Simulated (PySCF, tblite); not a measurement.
# C₅H₈BNO₃: geometry, infrared bands and NMR shifts

Wanted: the infrared bands and NMR shifts of C₅H₈BNO₃ (`NC(=O)CC#CCB(O)O`), by calculation.

The runs use tblite 0.8.0 and PySCF 2.14.0, with density-fitted response routines of our own; the level of theory stands in each step. All values are computed, except where a source is named. Atoms are numbered from 0 throughout.

### 1 The molecule as given

18 atoms, charge 0, multiplicity 1; geometry from: force field or distance geometry start.

Bonds of the start (Å): N0–C1 1.46, C1–O2 1.26, C1–C3 1.49, C3–C4 1.48, C4–C5 1.21, C5–C6 1.46, C6–B7 1.56, B7–O8 1.48, B7–O9 1.46, N0–H10 1.03, N0–H11 1.05, C3–H12 1.10, C3–H13 1.10, C6–H14 1.11, C6–H15 1.14, O8–H16 1.02, O9–H17 0.98.

### 2 Geometry optimisation with GFN2-xTB

The job: settings as JSON, then the geometry in Å.

```
{"job": {"kind": "relax", "xc": "GFN2-xTB", "basis": "xTB"}, "charge": 0, "multiplicity": 1}
N      4.018700    -0.351400     0.088900
C      2.876500     0.504600    -0.211700
O      2.712700     1.605300     0.388700
C      1.940600    -0.005800    -1.245900
C      0.580200    -0.028300    -0.661900
C     -0.538400    -0.050600    -0.197300
C     -1.876200    -0.061900     0.396400
B     -3.011400    -0.104500    -0.674200
O     -3.825600    -1.330800    -0.800900
O     -3.715600     1.147900    -0.959200
H      4.993500    -0.056500    -0.065300
H      3.757600    -1.295700     0.470800
H      2.222300    -1.014300    -1.593600
H      1.884600     0.652300    -2.124700
H     -1.964200     0.834600     1.053400
H     -2.004800    -0.954300     1.097300
H     -4.500800    -1.222700    -0.045700
H     -3.558500     1.738300    -0.191400
```

On the command line:

```console
$ OMP_NUM_THREADS=1 python probes_run.py task.json out
```

This one command runs all jobs of the session in turn.

**Question.** This job is followed by: GFN2-xTB harmonic vibrations, gas phase; GIAO PBE0/pcSseg-1 NMR shielding, non-relativistic, gas phase. Predict these results of the whole session: strongest single infrared mode (GFN2-xTB); zero-point energy (GFN2-xTB); 13C shifts against TMS (PBE0/pcSseg-1); 1H shifts against TMS (PBE0/pcSseg-1, means over atoms taken as alike); 15N shifts against NH3 (PBE0/pcSseg-1); 17O shifts against H2O (PBE0/pcSseg-1, means over atoms taken as alike); 11B shifts against BF3·OEt2 (PBE0/pcSseg-1); surface potential, 1st and 99th percentile.

As calculated:

```
                                                               quantity                             value
                              strongest single infrared mode (GFN2-xTB)             1770 cm⁻¹, 627 km/mol
                                           zero-point energy (GFN2-xTB)                     82.3 kcal/mol
                                 13C shifts against TMS (PBE0/pcSseg-1)  167.3, 92.4, 82.5, 28.1, 6.2 ppm
 1H shifts against TMS (PBE0/pcSseg-1, means over atoms taken as alike)  6.62, 4.91, 4.62, 3.06, 1.92 ppm
                                 15N shifts against NH3 (PBE0/pcSseg-1)                         117.3 ppm
17O shifts against H2O (PBE0/pcSseg-1, means over atoms taken as alike)                  413.1, 121.3 ppm
                            11B shifts against BF3·OEt2 (PBE0/pcSseg-1)                          27.3 ppm
                                  surface potential, 1st and 99th percentile                -1.98 V and 2.16 V
```

Over 181 steps the energy fell by 2.842 eV; of the close pairs, B7–O8 changed most, 1.477 to 1.346 Å. The lowest mode is slightly imaginary (8i cm⁻¹), a soft motion within the noise of the Hessian, so the minimum is not strictly shown. The strongest single mode, at 1770 cm⁻¹, moves mainly C1 and O2. GFN2-xTB is a fitted tight-binding method: band positions and strengths are rough. Its intensities can rank the bands wrongly. At PBE0/pcSseg-1: The largest span, 708 ppm, is at O2, where the paramagnetic term is -469 ppm.
